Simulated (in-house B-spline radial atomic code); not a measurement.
# Gd⁹⁺: excited configurations in jj coupling

How much energy does it take to promote electrons of Gd⁹⁺ to other shells? Each configuration is solved by itself and compared with the reference.

Program: in-house B-spline radial atomic code version 1. Level of theory: Dirac-Hartree-Fock, average of configuration, Fermi nucleus, basis-set limit. These are calculated values, not measurements, unless marked.

## Step 1: The atom as given

```
element       : gadolinium (Z = 64)
charge        : +9
electrons     : 55
configuration : 1s2 2s2 2p6 3s2 3p6 3d10 4s2 4p6 4d10 4f-5 5s2 5p-2
Hamiltonian   : Dirac-Coulomb
nucleus       : Fermi, rms radius 5.157 fm
```

In configurations, a minus sign after the shell means j = l − 1/2 and a plus sign j = l + 1/2; the count of electrons follows.

The run's settings:

```ini
Z = 64
electrons = 55.0
configuration = 1s2 2s2 2p6 3s2 3p6 3d10 4s2 4p6 4d10 4f-5 5s2 5p-2
hamiltonian = dirac
method = hf
spin_polarised = False
nucleus = fermi
rms_radius = 5.1569
mass_number = 158
atomic_mass = 157.9241112
speed_of_light = 137.035999084
```

From the earlier run of the reference: total energy -11253.021912 hartree. Levels, eight at most:

```tsv
orbital	occupation	energy (eV)	<r> (bohr)
4s1/2	2	-557.93	0.5498
4p1/2	2	-483.45	0.5613
4p3/2	4	-444.80	0.5892
4d3/2	4	-322.55	0.6195
4d5/2	6	-306.52	0.6289
5s1/2	2	-182.05	1.212
4f5/2	5	-164.20	0.7148
5p1/2	2	-158.84	1.290
```

## Step 2: Configuration 1s2 2s2 2p6 3s2 3p6 3d10 4s2 4p6 4d-4 4d+5 4f-4 4f+1 5s2 5p-2 9d+1

The run's settings:

```ini
Z = 64
electrons = 55.0
configuration = 1s2 2s2 2p6 3s2 3p6 3d10 4s2 4p6 4d-4 4d+5 4f-4 4f+1 5s2 5p-2 9d+1
hamiltonian = dirac
method = hf
spin_polarised = False
nucleus = fermi
rms_radius = 5.1569
mass_number = 158
atomic_mass = 157.9241112
speed_of_light = 137.035999084
```

## Step 3: Run with 1s2 2s2 2p6 3s2 3p6 3d10 4s2 4p6 4d10 4f-5 5s2 5p-1 6g-1

The run's settings:

```ini
Z = 64
electrons = 55.0
configuration = 1s2 2s2 2p6 3s2 3p6 3d10 4s2 4p6 4d10 4f-5 5s2 5p-1 6g-1
hamiltonian = dirac
method = hf
spin_polarised = False
nucleus = fermi
rms_radius = 5.1569
mass_number = 158
atomic_mass = 157.9241112
speed_of_light = 137.035999084
```

## Step 4: Configuration 1s2 2s2 2p6 3s2 3p6 3d10 4s2 4p6 4d10 4f-3 4f+2 5s2 5p-1 8p-1

The settings differ from step 3 so:

```diff
@@ -2,3 +2,3 @@
 electrons = 55.0
-configuration = 1s2 2s2 2p6 3s2 3p6 3d10 4s2 4p6 4d10 4f-5 5s2 5p-1 6g-1
+configuration = 1s2 2s2 2p6 3s2 3p6 3d10 4s2 4p6 4d10 4f-3 4f+2 5s2 5p-1 8p-1
 hamiltonian = dirac
```

## Step 5: Configuration 1s2 2s2 2p6 3s2 3p6 3d10 4s2 4p6 4d10 4f-2 4f+2 5s2 5p-1 5p+1 7s1

The settings differ from step 4 so:

```diff
@@ -2,3 +2,3 @@
 electrons = 55.0
-configuration = 1s2 2s2 2p6 3s2 3p6 3d10 4s2 4p6 4d10 4f-3 4f+2 5s2 5p-1 8p-1
+configuration = 1s2 2s2 2p6 3s2 3p6 3d10 4s2 4p6 4d10 4f-2 4f+2 5s2 5p-1 5p+1 7s1
 hamiltonian = dirac
```

## Step 6: Configuration 1s2 2s2 2p6 3s2 3p6 3d10 4s2 4p6 4d10 4f-1 4f+5 5s2 5p-1

The run's settings:

```ini
Z = 64
electrons = 55.0
configuration = 1s2 2s2 2p6 3s2 3p6 3d10 4s2 4p6 4d10 4f-1 4f+5 5s2 5p-1
hamiltonian = dirac
method = hf
spin_polarised = False
nucleus = fermi
rms_radius = 5.1569
mass_number = 158
atomic_mass = 157.9241112
speed_of_light = 137.035999084
```

How far above the reference does each configuration lie (order and size, in eV)?

As calculated:

| net move | configuration | energy above the reference (eV) | with Breit, QED, recoil (eV) | largest <r> (bohr) |
| --- | --- | --- | --- | --- |
| 4×4f5/2, 5p1/2 → 5×4f7/2 | 1s2 2s2 2p6 3s2 3p6 3d10 4s2 4p6 4d10 4f-1 4f+5 5s2 5p-1 | 13.647 | 13.117 | 1.31 |
| 3×4f5/2, 5p1/2 → 2×4f7/2, 5p3/2, 7s | 1s2 2s2 2p6 3s2 3p6 3d10 4s2 4p6 4d10 4f-2 4f+2 5s2 5p-1 5p+1 7s1 | 113.72 | 113.66 | 3.54 |
| 5p1/2 → 6g7/2 | 1s2 2s2 2p6 3s2 3p6 3d10 4s2 4p6 4d10 4f-5 5s2 5p-1 6g-1 | 119.62 | 119.46 | 4.20 |
| 2×4f5/2, 5p1/2 → 2×4f7/2, 8p1/2 | 1s2 2s2 2p6 3s2 3p6 3d10 4s2 4p6 4d10 4f-3 4f+2 5s2 5p-1 8p-1 | 127.04 | 126.75 | 5.46 |
| 4d5/2, 4f5/2 → 4f7/2, 9d5/2 | 1s2 2s2 2p6 3s2 3p6 3d10 4s2 4p6 4d-4 4d+5 4f-4 4f+1 5s2 5p-2 9d+1 | 283.55 | 283.45 | 8.31 |

What this shows: The lowest of them is 4×4f5/2, 5p1/2 → 5×4f7/2 at 13.647 eV and the highest 4d5/2, 4f5/2 → 4f7/2, 9d5/2 at 283.55 eV. Koopmans' estimate of the ionisation threshold is 158.84 eV; 1 configuration exceeds it by over 2 % and could autoionise. Two partly filled shells share a symmetry and can mix in the average, which may lower the energy, for: 2×4f5/2, 5p1/2 → 2×4f7/2, 8p1/2; 4d5/2, 4f5/2 → 4f7/2, 9d5/2. These are averages over configurations, without correlation, not spectroscopic levels.
